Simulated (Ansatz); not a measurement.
# CH10SeSi2: the cost of one run

All numbers below are computed with Ansatz 0.2.0 (RKS B3LYP-D4/def2-SVP).

### Step 1. The structure to begin with

Bond lengths: Si1–C2 2.180 Å, Si1–H3 1.461 Å, Si1–H4 1.508 Å, Si1–Si5 2.327 Å, Si1–Se7 2.707 Å, C2–H8 1.095 Å, C2–H9 1.079 Å, C2–H10 1.080 Å, Si5–H11 1.469 Å, Si5–H12 1.458 Å, Si5–H13 1.463 Å, Se7–H14 1.428 Å. Angles (14 of 23 angles, heavy atoms first): C2–Si1–Si5 113.2°, C2–Si1–Se7 86.5°, Si5–Si1–Se7 89.3°, Si1–C2–H8 144.6°, Si1–C2–H9 94.0°, Si1–C2–H10 92.4°, C2–Si1–H3 107.5°, C2–Si1–H4 86.1°, H3–Si1–Si5 136.0°, H3–Si1–Se7 77.0°, H4–Si1–Si5 101.7°, H4–Si1–Se7 168.5°, Si1–Si5–H11 111.3°, Si1–Si5–H12 111.2°.

Structure file:

```xyz
14

Si   -0.8115   -0.4071    0.2937
C     0.6801    0.3988    1.6644
H    -2.1222    0.0385    0.7594
H    -0.7419   -1.6647    1.1221
Si    0.0923   -1.1227   -1.7277
H     0.0267    1.2109    0.7455
Se   -0.9972    2.0975   -0.7167
H     1.2385    1.2966    1.9495
H     0.1491    0.0823    2.5486
H     1.4207   -0.3232    1.3552
H     1.4598   -0.6189   -1.9091
H    -0.7217   -0.6833   -2.8546
H     0.1397   -2.5846   -1.7368
H     0.1875    2.2800   -1.4935
```

### Step 2. A restrained relaxation towards end A

Springs on the bonds that form and break draw the guess towards this end; the thresholds are loose.

input.yaml

```yaml
crystal:
  periodic: [false, false, false]
  atoms:
    - { symbol: Si, position_ang: [-0.8115, -0.4071, 0.2937] }
    - { symbol: C, position_ang: [0.6801, 0.3988, 1.6644] }
    - { symbol: H, position_ang: [-2.1222, 0.0385, 0.7594] }
    - { symbol: H, position_ang: [-0.7419, -1.6647, 1.1221] }
    - { symbol: Si, position_ang: [0.0923, -1.1227, -1.7277] }
    - { symbol: H, position_ang: [0.0267, 1.2109, 0.7455] }
    - { symbol: Se, position_ang: [-0.9972, 2.0975, -0.7167] }
    - { symbol: H, position_ang: [1.2385, 1.2966, 1.9495] }
    - { symbol: H, position_ang: [0.1491, 0.0823, 2.5486] }
    - { symbol: H, position_ang: [1.4207, -0.3232, 1.3552] }
    - { symbol: H, position_ang: [1.4598, -0.6189, -1.9091] }
    - { symbol: H, position_ang: [-0.7217, -0.6833, -2.8546] }
    - { symbol: H, position_ang: [0.1397, -2.5846, -1.7368] }
    - { symbol: H, position_ang: [0.1875, 2.28, -1.4935] }
basis:
  gaussian: { orbitals: def2-SVP }
hamiltonian:
  xc: b3lyp
  dispersion: d4
relax:
  f_tol: 0.15
  max_steps: 25
  restrain:
    - { distance: [0, 6], at: 3.61, k: 30.0 }
    - { distance: [5, 1], at: 2.37, k: 30.0 }
    - { distance: [0, 1], at: 1.87, k: 30.0 }
    - { distance: [5, 6], at: 1.51, k: 30.0 }
output:
  orbitals: {}
```

Command:

```bash
$ ansatz run input.yaml --threads 4 --pin off --max-ram 5120MiB --backend cpu --events-out ev --progress --plain --runs-dir out
```

What time and memory should one allow on 4 threads of Arm Neoverse N1, shared host?

About 48 s, with a peak of 0.36 GiB.
